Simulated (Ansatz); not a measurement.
Crystal: CaB2.

```
CELL_PARAMETERS angstrom
3.22643 0.00000 0.00000
-1.61322 2.79417 0.00000
0.00000 0.00000 4.06739
ATOMIC_POSITIONS crystal
Ca 0.00000 0.00000 0.00000
B 0.66667 0.33333 0.50000
B 0.33333 0.66667 0.50000
```

The cell comes from a database or a generator and needn't be the stable form of this composition.

Base run:

| Property | Result |
| --- | --- |
| Program | Ansatz 0.2.0 |
| Functional | r2SCAN |
| Potentials or basis | Ansatz PAW |
| Cutoff | 500 eV |
| Density cutoff | 2000 eV |
| k mesh | 9 × 9 × 7 |
| Occupations | fermi-dirac, width 0.05 eV |
| Spin | no spin polarisation |

Its results: band gap on the k mesh none (metal or under the smearing width); pressure -0.4 GPa.

Q: The run is repeated on the same cell with these changes: functional from r2SCAN to LDA; cutoff from 500 eV to 420 eV; density cutoff from 2000 eV to 1680 eV. What comes out?

A: Band gap on the k mesh none (metal or under the smearing width); pressure -7.0 GPa.

Caveats: the PAW data sets come from PBE, with cores solved anew for the run's functional, which leaves a small shift of forces and pressure.

Not every run made on this cell is shown here.
